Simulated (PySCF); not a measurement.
# Sn(NCS)Me3: geometry, NMR shifts and electronic excitations

Wanted: the NMR shifts and electronic excitations of Sn(NCS)Me3 (`[CH3][Sn]([CH3])([CH3])[N]=C=S`), by calculation.

Programs: PySCF 2.14.0, with density-fitted response routines of our own. Each step states its level of theory. These are calculated values for one molecule in the gas phase, unless marked as measured. Atoms count from 0, in the outputs and in this text.

### Step 1. Starting geometry

16 atoms, charge 0, multiplicity 1; geometry from: GFN2-xTB. The atoms were then displaced at random by about 0.03 Å, so the start is not that level's minimum.

Bonds of the start (Å): Sn0–N1 2.00, Sn0–C4 2.13, Sn0–C8 2.29, Sn0–C12 2.19, N1–C2 1.17, C2–S3 1.58, C4–H5 1.06, C4–H6 1.11, C4–H7 1.14, C8–H9 1.11, C8–H10 1.04, C8–H11 1.05, C12–H13 1.08, C12–H14 1.18, C12–H15 1.02.

### Step 2. Optimising the geometry at PBE0-D3(BJ)/def2-SVP

The job: settings as JSON, then the geometry in Å.

```
{"job": {"xc": "PBE0", "basis": "def2-SVP", "d3": "d3bj", "grid": 1, "maxiter": 40, "shake": 0.03, "kind": "geom"}, "charge": 0, "multiplicity": 1}
Sn     0.062500    -0.076220    -0.230390
N     -0.007930    -0.011120     1.771450
C     -0.063410    -0.007300     2.937970
S      0.083000     0.002630     4.511320
C      2.135090    -0.021570    -0.735790
H      2.282420    -0.090530    -1.779890
H      2.651680    -0.835120    -0.192190
H      2.637240     0.944210    -0.383590
C     -1.074740     1.874160    -0.636420
H     -1.062510     2.038290    -1.731830
H     -0.619800     2.675780    -0.152210
H     -2.080370     1.779790    -0.339570
C     -1.156970    -1.825320    -0.721950
H     -2.088910    -1.834330    -0.181200
H     -0.515260    -2.736220    -0.328370
H     -1.216370    -1.911080    -1.740890
```

Started as:

```console
OMP_NUM_THREADS=1 python probes_run.py task.json out
```

One launch serves the whole session: the jobs run in the order shown.

Output:

```text
step   0  E = -824.41461905  max force = 0.070782
step   1  E = -824.43937615  max force = 0.010284
step   2  E = -824.44111919  max force = 0.008390
step   3  E = -824.44171811  max force = 0.002540
step   4  E = -824.44178134  max force = 0.000661
step   5  E = -824.44180080  max force = 0.000622
step   6  E = -824.44181613  max force = 0.000506
step   7  E = -824.44181934  max force = 0.000207
optimisation converged
```

Wall time 3.9 min (1 thread of AMD EPYC, shared host); peak memory 0.65 GiB.

Along the way:

```
step  energy from step 0 (eV)  largest force component (eV/Å)
   0                   0.0000                          3.6398
   1                  -0.6737                          0.5288
   2                  -0.7211                          0.4314
   3                  -0.7374                          0.1306
   4                  -0.7391                          0.0340
   5                  -0.7397                          0.0320
   6                  -0.7401                          0.0260
   7                  -0.7402                          0.0106
```

Distances of close pairs at the start and the end, largest changes first:

```
   bond  before (Å)  after (Å)  change (Å)
 Sn0–C8       2.294      2.139      -0.155
C12–H14       1.182      1.099      -0.083
C12–H15       1.024      1.099      +0.075
 C8–H10       1.041      1.099      +0.058
 Sn0–N1       2.004      2.062      +0.058
Sn0–C12       2.188      2.140      -0.048
 C8–H11       1.053      1.099      +0.046
  C4–H7       1.144      1.099      -0.045
```

The final coordinates are the input of the step that follows.

```
                         at the end point                value
rotational constants (GHz, main isotopes)  2.355, 0.573, 0.573
                        dipole moment (D)                 5.78
```

### Step 3. Shielding tensors: PBE0/def2-TZVP+pcSseg-1

The job: settings as JSON, then the geometry in Å.

```
{"job": {"kind": "nmr", "xc": "PBE0", "basis": {"default": "pcSseg-1", "Sn": "def2-TZVP"}}, "charge": 0, "multiplicity": 1}
Sn    -0.000474     0.004793    -0.200131
N      0.032720     0.001985     1.861372
C      0.026204    -0.030682     3.051440
S      0.021241    -0.071973     4.639843
C      2.068723    -0.002151    -0.743409
H      2.177971    -0.112847    -1.831781
H      2.573025    -0.841124    -0.244238
H      2.541781     0.938027    -0.428311
C     -1.039770     1.808480    -0.692807
H     -1.026627     1.971216    -1.780042
H     -0.550461     2.657965    -0.196501
H     -2.081836     1.745658    -0.350476
C     -1.054621    -1.790759    -0.693044
H     -2.042201    -1.778266    -0.211342
H     -0.492683    -2.663356    -0.332705
H     -1.187331    -1.870917    -1.781418
```

Level: GIAO PBE0/pcSseg-1 Sn:def2-TZVP NMR shielding, scalar relativity only through core potentials, gas phase.

Output:

```text
coarse grid: 62432 points
cycle   1  E = -820.8820768695  dE = -3.271e+01  |g| = 3.572e+00  |ddm| = 3.117e+01
cycle   2  E = -688.8729225923  dE =  1.320e+02  |g| = 1.507e+01  |ddm| = 3.192e+01
cycle   3  E = -823.8062398016  dE = -1.349e+02  |g| = 1.940e+00  |ddm| = 3.043e+01
cycle   4  E = -824.3937908066  dE = -5.876e-01  |g| = 1.205e+00  |ddm| = 2.251e+00
cycle   5  E = -824.6606084709  dE = -2.668e-01  |g| = 2.751e-01  |ddm| = 9.114e-01
cycle   6  E = -824.6772508335  dE = -1.664e-02  |g| = 1.228e-01  |ddm| = 3.628e-01
cycle   7  E = -824.6812747729  dE = -4.024e-03  |g| = 2.996e-02  |ddm| = 1.482e-01
cycle   8  E = -824.6813827672  dE = -1.080e-04  |g| = 1.831e-02  |ddm| = 4.150e-02
cycle   9  E = -824.6814823890  dE = -9.962e-05  |g| = 3.456e-03  |ddm| = 2.258e-02
cycle  10  E = -824.6814854488  dE = -3.060e-06  |g| = 1.262e-03  |ddm| = 4.577e-03
final grid: 129968 points
cycle  11  E = -824.6815054633  dE =  3.270e-07  |g| = 1.710e-03  |ddm| = 2.861e-03
cycle  12  E = -824.6815038815  dE =  1.582e-06  |g| = 3.005e-03  |ddm| = 4.164e-03
cycle  13  E = -824.6815060781  dE = -2.197e-06  |g| = 7.167e-04  |ddm| = 2.963e-03
cycle  14  E = -824.6815062016  dE = -1.234e-07  |g| = 4.508e-05  |ddm| = 5.251e-04
cycle  15  E = -824.6815062021  dE = -4.857e-10  |g| = 1.333e-05  |ddm| = 4.369e-05
converged SCF energy = -824.6815062021

GIAO shielding tensors (ppm)
atom      isotropic    diamagn.    paramagn.     s11        s22        s33       span
  0 Sn         nan         nan         nan        nan        nan        nan        nan
  1 N      134.601     333.254    -198.652     24.859     25.226    353.719    328.860
  2 C       32.351     270.118    -237.767    -93.120    -93.023    283.196    376.316
  3 S      745.007    1057.175    -312.168    607.543    607.922   1019.556    412.013
  4 C      188.011     252.782     -64.771    179.658    189.391    194.984     15.325
  5 H       31.234      29.474       1.760     25.624     27.854     40.224     14.600
  6 H       30.736      29.898       0.838     25.175     28.070     38.964     13.789
  7 H       30.729      29.842       0.887     25.178     27.986     39.023     13.845
  8 C      187.937     252.799     -64.862    179.797    189.051    194.963     15.166
  9 H       31.226      29.475       1.751     25.620     27.856     40.202     14.582
 10 H       30.738      29.878       0.860     25.199     28.039     38.975     13.776
 11 H       30.726      29.874       0.852     25.168     28.000     39.010     13.842
 12 C      187.840     252.818     -64.978    179.524    189.135    194.861     15.337
 13 H       30.727      29.939       0.788     25.210     28.030     38.942     13.732
 14 H       30.711      29.905       0.806     25.192     27.979     38.963     13.771
 15 H       31.223      29.491       1.733     25.628     27.824     40.218     14.589
```

Run time: 81 s. Hardware: 1 thread of AMD EPYC, shared host; peak memory 1.1 GiB.

The references, computed at this level on geometries of the same kind, shield at (ppm): 1H TMS 31.27, 13C TMS 184.4, 15N NH3 265.7, 33S CS2 496. Their shielding less the atom's gives the shift. The references are single molecules in the gas phase, so shifts against H2O, NH3, PH3, H3PO4 or CFCl3 are not on the usual liquid scales and can be off by tens of ppm. Atoms listed in one row are averaged.

```
                         atoms                        environment  σ (ppm)  δ (ppm)
                            C2              carbon bonded to N, S     32.4    152.1
                   C4, C8, C12           carbon bonded to Sn, 3 H    187.9     -3.5
H5, H6, H7, H9, H10 and 4 more  hydrogen on a carbon bonded to Sn    30.89     0.37
                            N1           nitrogen bonded to C, Sn    134.6    131.1
                            S3                 sulfur bonded to C      745     -249
```

Atoms past Kr carry core potentials, so their printed shieldings have no meaning and are left out of the table.

The run also stored atomic charges by several schemes (e):

```
      atoms  Mulliken  ESP fit
        Sn0      0.75     1.02
         N1     -0.69    -0.17
         C2      0.21    -0.09
         S3     -0.11    -0.16
C4, C8, C12     -0.52    -0.75
```

Mayer bond orders: Sn0–N1 0.58, Sn0–C4 1.04, Sn0–C8 1.04, Sn0–C12 1.04, N1–C2 2.18, C2–S3 1.66.

With diffuse functions Mulliken charges and Mayer bond orders lose their meaning; the other schemes are steadier.

The fields below are evaluated on a grid from the run's orbitals.

Frontier orbitals at PBE0/def2-TZVP+pcSseg-1, with the share of their density that lies nearest to each atom:

```
orbital  energy (eV)                                                            lies on
   HOMO        -6.65                                           S3 65 %; N1 24 %; C2 7 %
   LUMO         0.04  Sn0 16 %; H5, H9, H15 about 11 % each; C4, C8, C12 about 8 % each
```

ELF in a plane through or near 6 of the atoms.

Ten even steps from '0' (0.00) to '9' (1.00):
```
0000000000000000000000000000
0000000000000000000000000000
0000000000000000000000000000
0000000000000000000000000000
0000000000001100000000000000
0000000000002200000000110000
0000000000001100010003563000
0000000000024310353336886100
0000000000033212777667787200
0000000000123753838264428200
0000000000023752878576368200
0000000000133211465446887200
0000000002468850031114775100
0000000049992140000001231000
0000000069994551000000000000
0000000018964641000000000000
0000000000111210000000000000
0000000000000000000000000000
0000000000000000000000000000
0000000000000000000000000000
```
The map spans 14.5 Å across and 10.5 Å up, centred on the molecule. Atoms in the plane (x, y in Å): Sn0 (-0.2, 0.0), N1 (1.9, 0.1), C2 (3.0, 0.1), S3 (4.6, 0.2), C12 (-0.6, -2.1), H15 (-1.7, -2.3).

log10 of the density (e/Å³) in the same plane.

Values, 10 rows by 14 columns:
```
-4.0 -4.0 -4.0 -4.0 -4.0 -4.0 -4.0 -4.0 -4.0 -4.0 -4.0 -4.0 -4.0 -4.0
-4.0 -4.0 -4.0 -4.0 -4.0 -4.0 -3.7 -4.0 -4.0 -4.0 -4.0 -4.0 -4.0 -4.0
-4.0 -4.0 -4.0 -4.0 -4.0 -2.9 -2.1 -2.5 -3.6 -4.0 -3.7 -3.3 -3.8 -4.0
-4.0 -4.0 -4.0 -4.0 -3.0 -1.9 -1.2 -1.5 -1.9 -1.9 -1.8 -1.4 -1.9 -3.1
-4.0 -4.0 -4.0 -4.0 -2.7 -1.5 -0.4 -0.4 -0.5 -0.3 -0.3  0.0 -0.8 -2.3
-4.0 -4.0 -4.0 -4.0 -2.9 -1.5  0.3  0.7  0.0  0.1  0.0  0.2 -0.6 -2.2
-4.0 -4.0 -4.0 -4.0 -2.4 -1.0 -0.1 -0.5 -1.4 -1.4 -1.4 -1.1 -1.6 -2.8
-4.0 -4.0 -4.0 -4.0 -1.9 -0.1  0.2 -0.4 -2.1 -3.4 -3.2 -2.9 -3.3 -4.0
-4.0 -4.0 -4.0 -4.0 -3.1 -2.0 -1.5 -1.7 -2.8 -4.0 -4.0 -4.0 -4.0 -4.0
-4.0 -4.0 -4.0 -4.0 -4.0 -3.6 -3.1 -3.3 -4.0 -4.0 -4.0 -4.0 -4.0 -4.0
```
The map spans 14.5 Å across and 10.5 Å up, centred on the molecule. Atoms in the plane (x, y in Å): Sn0 (-0.2, 0.0), N1 (1.9, 0.1), C2 (3.0, 0.1), S3 (4.6, 0.2), C12 (-0.6, -2.1), H15 (-1.7, -2.3).

On the surface of density 0.002 e/bohr³ the electrostatic potential runs, from the 1st to the 99th percentile, from -1.16 V near S3 to 1.68 V near H9.

### Step 4. Excited states and response: B3LYP/def2-SVPD

The job, as its differences from that of step 3:

```diff
@@ -1,2 +1,2 @@
-{"job": {"kind": "nmr", "xc": "PBE0", "basis": {"default": "pcSseg-1", "Sn": "def2-TZVP"}}, "charge": 0, "multiplicity": 1}
+{"job": {"kind": "uv", "xc": "B3LYP", "basis": "def2-SVPD", "ip": true, "nstates": 10}, "charge": 0, "multiplicity": 1}
 Sn    -0.000474     0.004793    -0.200131
```

Level: TDDFT B3LYP/def2-SVPD, vertical, gas phase, core orbitals frozen in the response.

Output:

```text
coarse grid: 62432 points
cycle   1  E = -817.3119499038  dE = -1.575e+01  |g| = 4.167e+00  |ddm| = 3.721e+01
cycle   2  E = -591.9286903783  dE =  2.254e+02  |g| = 1.723e+01  |ddm| = 4.140e+02
cycle   3  E = -814.7257443010  dE = -2.228e+02  |g| = 4.864e+00  |ddm| = 4.168e+02
cycle   4  E = -824.5591505877  dE = -9.833e+00  |g| = 1.297e+00  |ddm| = 1.178e+01
cycle   5  E = -824.7075208095  dE = -1.484e-01  |g| = 1.004e+00  |ddm| = 2.939e+00
cycle   6  E = -824.9082987793  dE = -2.008e-01  |g| = 2.445e-01  |ddm| = 1.355e+00
cycle   7  E = -824.9275074229  dE = -1.921e-02  |g| = 7.395e-02  |ddm| = 3.939e-01
cycle   8  E = -824.9279689805  dE = -4.616e-04  |g| = 6.644e-02  |ddm| = 1.834e-01
cycle   9  E = -824.9291294561  dE = -1.160e-03  |g| = 1.876e-02  |ddm| = 9.476e-02
cycle  10  E = -824.9292257811  dE = -9.633e-05  |g| = 2.505e-03  |ddm| = 2.705e-02
cycle  11  E = -824.9292273624  dE = -1.581e-06  |g| = 5.521e-04  |ddm| = 5.298e-03
final grid: 129968 points
cycle  12  E = -824.9292183835  dE =  8.382e-08  |g| = 9.939e-04  |ddm| = 8.700e-03
cycle  13  E = -824.9292170312  dE =  1.352e-06  |g| = 2.533e-03  |ddm| = 3.552e-03
cycle  14  E = -824.9292186359  dE = -1.605e-06  |g| = 1.840e-04  |ddm| = 2.407e-03
cycle  15  E = -824.9292186455  dE = -9.618e-09  |g| = 2.599e-05  |ddm| = 3.561e-04
cycle  16  E = -824.9292186457  dE = -1.808e-10  |g| = 6.145e-06  |ddm| = 3.998e-05
converged SCF energy = -824.9292186457

Static polarisability (au): isotropic 123.048, principal 105.237 105.295 158.613

Singlet excitations
state   eV       nm        f      main configurations
  1   5.0924    243.5   0.00000   H->L+1 0.46, H-1->L+2 0.43
  2   5.2392    236.6   0.00061   H-1->L+2 0.42, H->L+1 0.40
  3   5.2403    236.6   0.00072   H-1->L+1 0.41, H->L+2 0.41
  4   5.3054    233.7   0.00278   H->L 0.78, H-1->L 0.19
  5   5.3056    233.7   0.00285   H-1->L 0.78, H->L 0.19
  6   5.9789    207.4   0.00799   H-1->L+3 0.96
  7   5.9794    207.4   0.00694   H->L+3 0.96
  8   6.2012    199.9   0.42737   H->L+2 0.37, H-1->L+1 0.36, H->L+5 0.11
  9   6.4081    193.5   0.01826   H-1->L+4 0.79, H->L+4 0.15
 10   6.4106    193.4   0.02243   H->L+4 0.80, H-1->L+4 0.14

Triplet excitations (Tamm-Dancoff, eV): 4.5460 4.7745 4.7750 5.1006
Vertical ionisation energy (delta-SCF) = 8.6205 eV
```

Run time: 3 min. Hardware: 1 thread of AMD EPYC, shared host; peak memory 1.1 GiB.

The orbitals next to the gap, with their largest atomic shares:

```
orbital     eV                        atoms
 HOMO−3  -8.43  C4 30 %, C12 20 %, Sn0 19 %
 HOMO−2  -8.43  C8 33 %, Sn0 19 %, C12 15 %
 HOMO−1  -6.47    S3 57 %, N1 20 %, C2 19 %
   HOMO  -6.47    S3 57 %, N1 20 %, C2 19 %
   LUMO  -0.60   Sn0 33 %, C4 10 %, C8 10 %
 LUMO+1  -0.05    S3 23 %, C2 22 %, N1 18 %
 LUMO+2  -0.04    S3 23 %, C2 22 %, N1 18 %
```

With each of the 10 states as a Gaussian band of 0.4 eV half-width at 1/e, the curve within the window shown has maxima at 200 nm (ε 19,000) L/(mol cm). Beyond the last state computed it falls off for lack of states. The curve at chosen wavelengths:

nm, ε (L/mol/cm) and a bar:
```
      185       4374 #######
      189       8926 ##############
      192      12931 ####################
      196      17376 ###########################
      200      19014 ##############################
      203      18017 ############################
      207      14503 #######################
      210      11177 ##################
      214       7048 ###########
      218       3993 ######
      221       2484 ####
      225       1298 ##
      229        724 #
      232        514 #
      236        370 #
      240        289 
      243        242 
      247        185 
      251        134 
      254        101 
      258         66 
      261         47 
      265         28 
      269         16 
      272         10 
      276          5
```

Leading natural transition orbitals of singlet state 8: the hole lies on S3 63 %; N1 24 %; C2 7 %; the particle on H10, H14 about 13 % each; H9, H11 about 9 % each; S3 9 %.

Leading natural transition orbitals of singlet state 1: the hole lies on S3 65 %; N1 25 %; C2 7 %; the particle on C2 38 %; S3 25 %; N1 21 %.

Ground-state properties from the same run:

```
           property  computed
  dipole moment (D)      5.86
polarisability (Å³)     18.23
 HOMO–LUMO gap (eV)      5.87
      −ε(HOMO) (eV)      6.47
```

### Step 5. Nuclear shieldings: wB97X-D/def2-TZVP+pcSseg-1

The job, as its differences from that of step 4:

```diff
@@ -1,2 +1,2 @@
-{"job": {"kind": "uv", "xc": "B3LYP", "basis": "def2-SVPD", "ip": true, "nstates": 10}, "charge": 0, "multiplicity": 1}
+{"job": {"kind": "nmr", "xc": "wB97X-D", "basis": {"default": "pcSseg-1", "Sn": "def2-TZVP"}, "pop": false}, "charge": 0, "multiplicity": 1}
 Sn    -0.000474     0.004793    -0.200131
```

With the program's defaults for keys left out, this is: GIAO wB97X-D/pcSseg-1 Sn:def2-TZVP NMR shielding, scalar relativity only through core potentials, gas phase.

Output:

```text
coarse grid: 62432 points
cycle   1  E = -823.7090471687  dE = -3.515e+01  |g| = 2.592e+00  |ddm| = 3.141e+01
cycle   2  E = -823.3475240358  dE =  3.615e-01  |g| = 3.189e+00  |ddm| = 6.677e+00
cycle   3  E = -824.9997799732  dE = -1.652e+00  |g| = 5.942e-01  |ddm| = 2.846e+00
cycle   4  E = -825.0437944689  dE = -4.401e-02  |g| = 3.536e-01  |ddm| = 5.589e-01
cycle   5  E = -825.0695057754  dE = -2.571e-02  |g| = 2.900e-02  |ddm| = 2.596e-01
cycle   6  E = -825.0697279181  dE = -2.221e-04  |g| = 1.481e-02  |ddm| = 4.157e-02
cycle   7  E = -825.0697865637  dE = -5.865e-05  |g| = 2.511e-03  |ddm| = 1.703e-02
cycle   8  E = -825.0697889256  dE = -2.362e-06  |g| = 5.117e-04  |ddm| = 6.305e-03
final grid: 129968 points
cycle   9  E = -825.0667602428  dE = -1.058e-05  |g| = 1.586e-03  |ddm| = 1.615e-02
cycle  10  E = -825.0667603834  dE = -1.405e-07  |g| = 1.184e-03  |ddm| = 2.792e-03
cycle  11  E = -825.0667605814  dE = -1.981e-07  |g| = 2.065e-04  |ddm| = 1.396e-03
cycle  12  E = -825.0667605905  dE = -9.079e-09  |g| = 1.064e-04  |ddm| = 2.251e-04
cycle  13  E = -825.0667605929  dE = -2.402e-09  |g| = 2.363e-05  |ddm| = 8.844e-05
cycle  14  E = -825.0667605931  dE = -1.558e-10  |g| = 7.667e-06  |ddm| = 3.638e-05
converged SCF energy = -825.0667605931

GIAO shielding tensors (ppm)
atom      isotropic    diamagn.    paramagn.     s11        s22        s33       span
  0 Sn         nan         nan         nan        nan        nan        nan        nan
  1 N      135.992     332.472    -196.481     25.676     26.010    356.289    330.613
  2 C       27.620     270.276    -242.657   -100.194   -100.092    283.145    383.339
  3 S      747.063    1057.495    -310.432    608.015    608.357   1024.817    416.802
  4 C      188.934     252.221     -63.287    181.256    191.187    194.359     13.103
  5 H       31.367      29.479       1.888     25.752     27.975     40.375     14.623
  6 H       30.874      29.931       0.943     25.308     28.202     39.111     13.803
  7 H       30.866      29.870       0.997     25.315     28.116     39.168     13.854
  8 C      188.859     252.248     -63.389    181.381    190.854    194.342     12.961
  9 H       31.360      29.482       1.878     25.750     27.977     40.353     14.603
 10 H       30.875      29.912       0.963     25.332     28.171     39.122     13.790
 11 H       30.864      29.906       0.958     25.305     28.132     39.155     13.850
 12 C      188.778     252.273     -63.494    181.132    190.964    194.239     13.106
 13 H       30.866      29.976       0.890     25.345     28.163     39.090     13.745
 14 H       30.850      29.939       0.911     25.330     28.111     39.110     13.781
 15 H       31.358      29.499       1.858     25.758     27.946     40.369     14.611
```

It took 85 s on 1 thread of AMD EPYC, shared host; peak memory 1.2 GiB.

In short: δ C2 156.9, C4 -4.3, N1 128.0, S3 -253, H5 0.35 ppm (means over like atoms).

### Step 6. Side by side: NMR shifts

Shifts (ppm), means over like atoms, with basis size and wall time:

```
                       run     C2    C4    H5     N1    S3  functions  time
   PBE0/def2-TZVP+pcSseg-1  152.1  -3.5  0.37  131.1  -249        204  81 s
wB97X-D/def2-TZVP+pcSseg-1  156.9  -4.3  0.35  128.0  -253        204  85 s
```

### Step 7. Results

| quantity | value |
| --- | --- |
| rotational constants (main isotopes) | 2.36, 0.57, 0.57 GHz |
| 13C shifts against TMS (PBE0/def2-TZVP+pcSseg-1, means over atoms taken as alike) | 152.1, -3.5 ppm |
| 1H shifts against TMS (PBE0/def2-TZVP+pcSseg-1, means over atoms taken as alike) | 0.37 ppm |
| 15N shifts against NH3 (PBE0/def2-TZVP+pcSseg-1) | 131.1 ppm |
| 33S shifts against CS2 (PBE0/def2-TZVP+pcSseg-1) | -249 ppm |
| surface potential, 1st and 99th percentile | -1.16 V and 1.68 V |
| lowest singlet (B3LYP/def2-SVPD) | 5.09 eV (243 nm), f = 0.000 |
| brightest single state of those computed | state 8, 6.20 eV, f = 0.427 |
| lowest triplet | 4.55 eV |
| vertical ionisation energy (ΔSCF) | 8.62 eV |
| range of the shift of C2 | 152.1 to 156.9 ppm |

**Reading.** The start was shaken at random, so part of the energy gained undoes that. Relaxing lowered the energy by 0.740 eV in 7 steps; the close pair that moved most is Sn0–C8, from 2.294 to 2.139 Å. No frequency check was run at this level, so the end point may be a saddle. At PBE0/def2-TZVP+pcSseg-1: The widest tensor belongs to S3: span 412 ppm, with a paramagnetic part of -312 ppm. The lowest singlet, at 5.09 eV, is HOMO→LUMO+1 0.46, HOMO−1→LUMO+2 0.43 and is dark; of the 10 states computed, the strongest absorption comes from state 8 at 6.20 eV. The lowest triplet lies 0.55 eV below the lowest singlet (triplets in Tamm-Dancoff, singlets in full TDDFT). Spin-orbit coupling, left out, mixes singlets and triplets in elements this heavy. The orbital energy would give 6.47 eV for ionisation, ΔSCF gives 8.62 eV. Across the 2 runs the shift of C2 moves most, between 152.1 (PBE0/def2-TZVP+pcSseg-1) and 156.9 ppm (wB97X-D/def2-TZVP+pcSseg-1). Spin-orbit coupling is left out, which matters for shieldings and couplings at and beside the heavy atoms.
